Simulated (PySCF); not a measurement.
# A diatomic session: GaH, part 2 of 2

PySCF 2.14.0; Ga x2c-TZVPPall, H x2c-TZVPPall; spin-free X2C with a Gaussian nucleus. Earlier steps stand in the parts before.

## Step 9: BHandHLYP (global hybrid GGA)

The SCF at the reference distance, 1.679 Å, printed:

```text
[... 13 set-up lines left out, the same as in an earlier log ...]
max_memory 2100 MB (current use 386 MB)
[... 3 set-up lines left out, the same as in an earlier log ...]
XC functionals = BHANDHLYP
    A. D. Becke.,  J. Chem. Phys. 98, 1372 (1993)
    Defined through Gaussian implementation.
[... 2 set-up lines left out, the same as in an earlier log ...]
init E= -1944.38554618803
cycle= 1 E= -1944.38658350116  delta_E= -0.00104  |g|= 0.0495  |ddm|= 0.0538
cycle= 2 E= -1944.38649591033  delta_E= 8.76e-05  |g|= 0.0548  |ddm|= 0.0419
cycle= 3 E= -1944.38690407446  delta_E= -0.000408  |g|= 0.00174  |ddm|= 0.0199
cycle= 4 E= -1944.38690464962  delta_E= -5.75e-07  |g|= 0.000111  |ddm|= 0.00177
cycle= 5 E= -1944.38690465941  delta_E= -9.78e-09  |g|= 1.43e-05  |ddm|= 0.000258
cycle= 6 E= -1944.38690465964  delta_E= -2.27e-10  |g|= 1.71e-06  |ddm|= 4.27e-05
Extra cycle  E= -1944.38690465964  delta_E= -2.5e-12  |g|= 1.41e-06  |ddm|= 5.97e-06
converged SCF energy = -1944.38690465964  <S^2> = -3.5527137e-15  2S+1 = 1
```

Re = 1.668 Å, ωe = 1622 cm⁻¹, ωexe = 24.9 cm⁻¹, αe = 0.168 cm⁻¹, Be = 6.099 cm⁻¹, De = 2.92 eV, μ = -0.51 D.

## Step 10: PW91 (GGA)

Log of the SCF at 1.679 Å:

```text
[... 17 set-up lines left out, the same as in an earlier log ...]
XC functionals = PW91,PW91
    J. P. Perdew. In P. Ziesche and H. Eschrig, editors, Proceedings of the 75. WE-Heraeus-Seminar and 21st Annual International Symposium on Electronic Structure of Solids, 11. Berlin, 1991. Akademie Verlag.
    J. P. Perdew, J. A. Chevary, S. H. Vosko, K. A. Jackson, M. R. Pederson, D. J. Singh, and C. Fiolhais.,  Phys. Rev. B 46, 6671 (1992)
    J. P. Perdew, J. A. Chevary, S. H. Vosko, K. A. Jackson, M. R. Pederson, D. J. Singh, and C. Fiolhais.,  Phys. Rev. B 48, 4978 (1993)
    J. P. Perdew. In P. Ziesche and H. Eschrig, editors, Proceedings of the 75. WE-Heraeus-Seminar and 21st Annual International Symposium on Electronic Structure of Solids, 11. Berlin, 1991. Akademie Verlag.
    J. P. Perdew, J. A. Chevary, S. H. Vosko, K. A. Jackson, M. R. Pederson, D. J. Singh, and C. Fiolhais.,  Phys. Rev. B 46, 6671 (1992)
    J. P. Perdew, J. A. Chevary, S. H. Vosko, K. A. Jackson, M. R. Pederson, D. J. Singh, and C. Fiolhais.,  Phys. Rev. B 48, 4978 (1993)
[... 2 set-up lines left out, the same as in an earlier log ...]
init E= -1944.60415614251
cycle= 1 E= -1944.60500800141  delta_E= -0.000852  |g|= 0.0881  |ddm|= 0.0847
cycle= 2 E= -1944.60302132129  delta_E= 0.00199  |g|= 0.146  |ddm|= 0.0821
cycle= 3 E= -1944.60608800128  delta_E= -0.00307  |g|= 0.00155  |ddm|= 0.0554
cycle= 4 E= -1944.60608931877  delta_E= -1.32e-06  |g|= 0.000245  |ddm|= 0.00292
cycle= 5 E= -1944.60608935304  delta_E= -3.43e-08  |g|= 0.000113  |ddm|= 0.000685
cycle= 6 E= -1944.60608936631  delta_E= -1.33e-08  |g|= 4.19e-06  |ddm|= 0.000227
cycle= 7 E= -1944.60608936631  delta_E= -3.41e-12  |g|= 4.57e-07  |ddm|= 4.33e-06
Extra cycle  E= -1944.60608936631  delta_E= -6.82e-13  |g|= 6.71e-07  |ddm|= 1.35e-06
converged SCF energy = -1944.60608936631  <S^2> = -3.5527137e-15  2S+1 = 1
```

Re = 1.692 Å, ωe = 1524 cm⁻¹, ωexe = 24.3 cm⁻¹, αe = 0.170 cm⁻¹, Be = 5.930 cm⁻¹, De = 2.91 eV, μ = -0.63 D.

## Step 11: M06-2X

Output of the SCF at 1.679 Å:

```text
[... 17 set-up lines left out, the same as in an earlier log ...]
XC functionals = M062X
    Y. Zhao and D. G. Truhlar.,  Theor. Chem. Acc. 120, 215 (2008)
    Y. Zhao and D. G. Truhlar.,  Theor. Chem. Acc. 120, 215 (2008)
[... 2 set-up lines left out, the same as in an earlier log ...]
init E= -1944.46372905664
cycle= 1 E= -1944.46841884636  delta_E= -0.00469  |g|= 0.0838  |ddm|= 0.169
cycle= 2 E= -1944.46823389029  delta_E= 0.000185  |g|= 0.09  |ddm|= 0.0674
cycle= 3 E= -1944.46931913443  delta_E= -0.00109  |g|= 0.00381  |ddm|= 0.0306
cycle= 4 E= -1944.46932197934  delta_E= -2.84e-06  |g|= 0.000249  |ddm|= 0.0049
cycle= 5 E= -1944.46932202966  delta_E= -5.03e-08  |g|= 3.34e-05  |ddm|= 0.000462
cycle= 6 E= -1944.46932203113  delta_E= -1.47e-09  |g|= 6.23e-06  |ddm|= 0.000181
cycle= 7 E= -1944.46932203116  delta_E= -2.73e-11  |g|= 8.69e-07  |ddm|= 1.24e-05
Extra cycle  E= -1944.46932203116  delta_E= -2.73e-12  |g|= 3.12e-07  |ddm|= 2.93e-06
converged SCF energy = -1944.46932203116  <S^2> = -7.1054274e-15  2S+1 = 1
```

Re = 1.681 Å, ωe = 1600 cm⁻¹, ωexe = 24.3 cm⁻¹, αe = 0.165 cm⁻¹, Be = 6.009 cm⁻¹, De = 2.86 eV, μ = -0.39 D.

## Step 12: HSE06

Output of the SCF at 1.679 Å:

```text
[... 17 set-up lines left out, the same as in an earlier log ...]
XC functionals = HSE06
    J. Heyd, G. E. Scuseria, and M. Ernzerhof.,  J. Chem. Phys. 118, 8207 (2003)
    J. Heyd, G. E. Scuseria, and M. Ernzerhof.,  J. Chem. Phys. 124, 219906 (2006)
    A. V. Krukau, O. A. Vydrov, A. F. Izmaylov, and G. E. Scuseria.,  J. Chem. Phys. 125, 224106 (2006)
[... 2 set-up lines left out, the same as in an earlier log ...]
init E= -1944.17400712119
cycle= 1 E= -1944.17403682326  delta_E= -2.97e-05  |g|= 0.0173  |ddm|= 0.0206
cycle= 2 E= -1944.17399413778  delta_E= 4.27e-05  |g|= 0.0241  |ddm|= 0.0147
cycle= 3 E= -1944.17407630607  delta_E= -8.22e-05  |g|= 0.000457  |ddm|= 0.00905
cycle= 4 E= -1944.17407636115  delta_E= -5.51e-08  |g|= 3.24e-05  |ddm|= 0.00052
cycle= 5 E= -1944.17407636176  delta_E= -6.13e-10  |g|= 1.47e-06  |ddm|= 5.51e-05
Extra cycle  E= -1944.17407636176  delta_E= 9.09e-13  |g|= 1.21e-06  |ddm|= 4.46e-06
converged SCF energy = -1944.17407636176  <S^2> = -3.5527137e-15  2S+1 = 1
```

Re = 1.679 Å, ωe = 1578 cm⁻¹, ωexe = 24.5 cm⁻¹, αe = 0.168 cm⁻¹, Be = 6.022 cm⁻¹, De = 2.86 eV, μ = -0.54 D.

## Step 13: RHF (mean field)

Log of the SCF at 1.679 Å:

```text
******** <class 'pyscf.scf.hf_symm.SymAdaptedRHF'> ********
method = SymAdaptedRHF
[... 11 set-up lines left out, the same as in an earlier log ...]
max_memory 2100 MB (current use 397 MB)
Overwritten attributes  get_k get_j get_occ get_hcore get_jk  of <class 'pyscf.scf.hf_symm.SymAdaptedRHF'>
<class 'pyscf.scf.hf_symm.SymAdaptedRHF'> does not have attributes  refdm
[... 1 set-up line left out, the same as in an earlier log ...]
init E= -1942.73081597393
cycle= 1 E= -1942.74236513198  delta_E= -0.0115  |g|= 0.152  |ddm|= 0.225
cycle= 2 E= -1942.74345947003  delta_E= -0.00109  |g|= 0.106  |ddm|= 0.145
cycle= 3 E= -1942.7442630427  delta_E= -0.000804  |g|= 0.0118  |ddm|= 0.0388
cycle= 4 E= -1942.74429182041  delta_E= -2.88e-05  |g|= 0.000661  |ddm|= 0.0237
cycle= 5 E= -1942.74429228686  delta_E= -4.66e-07  |g|= 0.000136  |ddm|= 0.00364
cycle= 6 E= -1942.74429230069  delta_E= -1.38e-08  |g|= 1.24e-05  |ddm|= 0.000619
cycle= 7 E= -1942.74429230079  delta_E= -9.62e-11  |g|= 1.68e-06  |ddm|= 5.7e-05
Extra cycle  E= -1942.74429230079  delta_E= -2.27e-12  |g|= 5.81e-07  |ddm|= 4.48e-06
converged SCF energy = -1942.74429230079
```

Re = 1.671 Å, ωe = 1652 cm⁻¹, ωexe = 25.2 cm⁻¹, αe = 0.163 cm⁻¹, Be = 6.078 cm⁻¹, De = 2.05 eV, μ = -0.29 D. 1.4 s of CPU time for 12 points, integrals apart.

## Step 14: Adding correlation

Reference: RHF; core orbitals frozen: 9.

The coupled-cluster run at the reference distance, 1.679 Å, printed:

```text
******** <class 'pyscf.cc.ccsd.CCSD'> ********
CC2 = 0
CCSD nocc = 7, nmo = 53
frozen orbitals [0, 1, 2, 3, 4, 5, 6, 7, 8]
max_cycle = 80
direct = 0
conv_tol = 1e-07
conv_tol_normt = 1e-05
diis_space = 8
diis_start_cycle = 0
diis_start_energy_diff = 1e+09
max_memory 2100 MB (current use 406 MB)
Init t2, MP2 energy = -1942.96013524169  E_corr(MP2) -0.21584294090087
Init E_corr(CCSD) = -0.215842940900987
cycle = 1  E_corr(CCSD) = -0.209587702991263  dE = 0.00625523791  norm(t1,t2) = 0.060497
cycle = 2  E_corr(CCSD) = -0.221760359735946  dE = -0.0121726567  norm(t1,t2) = 0.0225002
cycle = 3  E_corr(CCSD) = -0.221068550951782  dE = 0.000691808784  norm(t1,t2) = 0.0109527
cycle = 4  E_corr(CCSD) = -0.223117132873361  dE = -0.00204858192  norm(t1,t2) = 0.00506247
cycle = 5  E_corr(CCSD) = -0.223101203465056  dE = 1.59294083e-05  norm(t1,t2) = 0.000812521
cycle = 6  E_corr(CCSD) = -0.223044254067662  dE = 5.69493974e-05  norm(t1,t2) = 0.000239424
cycle = 7  E_corr(CCSD) = -0.22304485551419  dE = -6.01446529e-07  norm(t1,t2) = 6.78e-05
cycle = 8  E_corr(CCSD) = -0.223046391448917  dE = -1.53593473e-06  norm(t1,t2) = 1.96329e-05
cycle = 9  E_corr(CCSD) = -0.22304580319329  dE = 5.88255628e-07  norm(t1,t2) = 7.12609e-06
cycle = 10  E_corr(CCSD) = -0.223045754571387  dE = 4.86219025e-08  norm(t1,t2) = 1.90722e-06
CCSD converged
E(CCSD) = -1942.967338055364  E_corr = -0.2230457545713872
CCSD(T) correction = -0.0083579760848256
```

Correlation energy (eV) along the bond:

| R (Å) | MP2 | SCS-MP2 | CCSD | CCSD(T) | T1 |
| --- | --- | --- | --- | --- | --- |
| 1.444 | -5.955 | -5.681 | n/a | n/a | n/a |
| 1.511 | -5.926 | -5.657 | -6.099 | -6.326 | 0.014 |
| 1.578 | -5.902 | -5.638 | -6.084 | -6.311 | 0.014 |
| 1.629 | -5.886 | -5.626 | -6.075 | -6.303 | 0.014 |
| 1.679 | -5.873 | -5.617 | -6.069 | -6.297 | 0.014 |
| 1.729 | -5.862 | -5.609 | -6.065 | -6.293 | 0.014 |
| 1.796 | -5.850 | -5.601 | -6.063 | -6.292 | 0.014 |
| 1.881 | -5.839 | -5.595 | -6.063 | -6.293 | 0.014 |
| 1.981 | -5.827 | -5.589 | -6.067 | -6.299 | 0.015 |
| 2.115 | -5.815 | -5.584 | n/a | n/a | n/a |

RHF-MP2: Re = 1.646 Å, ωe = 1667 cm⁻¹, ωexe = 24.5 cm⁻¹, αe = 0.175 cm⁻¹, Be = 6.266 cm⁻¹, De = 2.82 eV.

RHF-SCS-MP2: Re = 1.653 Å, ωe = 1650 cm⁻¹, ωexe = 24.4 cm⁻¹, αe = 0.174 cm⁻¹, Be = 6.213 cm⁻¹, De = 2.92 eV.

RHF-CCSD: Re = 1.660 Å, ωe = 1619 cm⁻¹, ωexe = 25.3 cm⁻¹, αe = 0.178 cm⁻¹, Be = 6.160 cm⁻¹, De = 2.95 eV.

RHF-CCSD(T): Re = 1.660 Å, ωe = 1611 cm⁻¹, ωexe = 25.5 cm⁻¹, αe = 0.180 cm⁻¹, Be = 6.155 cm⁻¹, De = 2.97 eV.

## Step 15: The curves together

Energy (eV) from each level's lowest point:

| R (Å) | RHF | RHF-MP2 | RHF-SCS-MP2 | RHF-CCSD | RHF-CCSD(T) | LDA | PBE | PW91 | r²SCAN | PBE0 | HSE06 | BHandHLYP | M06-2X |
| --- | --- | --- | --- | --- | --- | --- | --- | --- | --- | --- | --- | --- | --- |
| 1.444 | 0.354 | 0.276 | 0.290 | n/a | n/a | 0.338 | 0.378 | 0.369 | 0.323 | 0.348 | 0.349 | 0.331 | 0.366 |
| 1.511 | 0.159 | 0.110 | 0.119 | 0.129 | 0.129 | 0.156 | 0.183 | 0.177 | 0.144 | 0.160 | 0.161 | 0.147 | 0.170 |
| 1.578 | 0.048 | 0.024 | 0.028 | 0.034 | 0.034 | 0.051 | 0.067 | 0.063 | 0.043 | 0.052 | 0.053 | 0.043 | 0.056 |
| 1.629 | 0.009 | 0.000 | 0.000 | 0.003 | 0.003 | 0.012 | 0.019 | 0.018 | 0.008 | 0.012 | 0.012 | 0.007 | 0.014 |
| 1.679 | 0.000 | 0.004 | 0.000 | 0.000 | 0.000 | 0.000 | 0.000 | 0.000 | 0.000 | 0.000 | 0.000 | 0.000 | 0.000 |
| 1.729 | 0.015 | 0.030 | 0.023 | 0.019 | 0.019 | 0.010 | 0.003 | 0.005 | 0.015 | 0.011 | 0.011 | 0.016 | 0.010 |
| 1.796 | 0.067 | 0.093 | 0.082 | 0.073 | 0.072 | 0.052 | 0.036 | 0.040 | 0.063 | 0.055 | 0.054 | 0.067 | 0.054 |
| 1.881 | 0.168 | 0.206 | 0.190 | 0.174 | 0.171 | 0.138 | 0.113 | 0.119 | 0.157 | 0.146 | 0.144 | 0.165 | 0.145 |
| 1.981 | 0.327 | 0.377 | 0.355 | 0.329 | 0.325 | 0.276 | 0.240 | 0.248 | 0.305 | 0.290 | 0.287 | 0.319 | 0.293 |
| 2.115 | 0.579 | 0.641 | 0.612 | n/a | n/a | 0.495 | 0.447 | 0.459 | 0.538 | 0.520 | 0.515 | 0.562 | 0.528 |

The whole job (state search and all levels along the bond) took 2.3 min on 1 thread of Arm Neoverse V1 (shared host), peak memory 0.84 GiB.

## Step 16: Constants by level of theory

What follows sums up all 2 parts.

Lowest PBE0 solution found, without spin–orbit coupling: ¹Σ⁺ (singlet), closed shell. State 2 has its PBE0 minimum 2.05 eV higher. The other levels ran on the lowest alone.

| level | Re (Å) | ωe (cm⁻¹) | De (eV) | μ (D) |
| --- | --- | --- | --- | --- |
| RHF | 1.671 | 1652 | 2.05 | -0.29 |
| RHF-MP2 | 1.646 | 1667 | 2.82 | n/a |
| RHF-SCS-MP2 | 1.653 | 1650 | 2.92 | n/a |
| RHF-CCSD | 1.660 | 1619 | 2.95 | n/a |
| RHF-CCSD(T) | 1.660 | 1611 | 2.97 | n/a |
| LDA | 1.679 | 1548 | 3.29 | -0.53 |
| PBE | 1.696 | 1516 | 2.89 | -0.62 |
| PW91 | 1.692 | 1524 | 2.91 | -0.63 |
| r²SCAN | 1.669 | 1590 | 2.92 | -0.46 |
| PBE0 | 1.678 | 1582 | 2.85 | -0.50 |
| HSE06 | 1.679 | 1578 | 2.86 | -0.54 |
| BHandHLYP | 1.668 | 1622 | 2.92 | -0.51 |
| M06-2X | 1.681 | 1600 | 2.86 | -0.39 |

De is counted to Ga + H in their ground configurations. A positive dipole means Ga(−)H(+).

Differences from CCSD(T) in the same basis:

| level | Re (mÅ) | ωe (%) |
| --- | --- | --- |
| RHF | +11 | +2.6 |
| RHF-MP2 | -15 | +3.5 |
| RHF-SCS-MP2 | -8 | +2.4 |
| RHF-CCSD | -1 | +0.5 |
| LDA | +19 | -3.9 |
| PBE | +35 | -5.9 |
| PW91 | +31 | -5.4 |
| r²SCAN | +9 | -1.3 |
| PBE0 | +17 | -1.8 |
| HSE06 | +18 | -2.1 |
| BHandHLYP | +8 | +0.7 |
| M06-2X | +20 | -0.7 |

Time per point (s) on 1 thread of Arm Neoverse V1, shared host (CPU time, shared integrals of 0.38 s apart; correlated levels include their reference; CCSD comes with the CCSD(T) run); the times are rough: RHF 0.12, RHF-MP2 0.19, RHF-SCS-MP2 0.19, LDA 0.49, PBE 0.7, PW91 0.51, r²SCAN 1.1, PBE0 1.5, HSE06 1.3, BHandHLYP 0.59, M06-2X 1.1; the reference 2.3.

Cheap and still within 10 mÅ and 2.5 % of CCSD(T): RHF-SCS-MP2 (0.19 s), against 2.3 s for the dearest run.

Against CCSD(T) in the same basis, the bond length is nearest at RHF-CCSD (-1 mÅ) and farthest at PBE (+35 mÅ); the wavenumber is nearest at RHF-CCSD (+0.5 %) and farthest at PBE (-5.9 %). Among the levels with a De in the table, it runs from 2.05 eV (RHF) to 3.29 eV (LDA).

Correlated steps freeze 9 core orbitals.
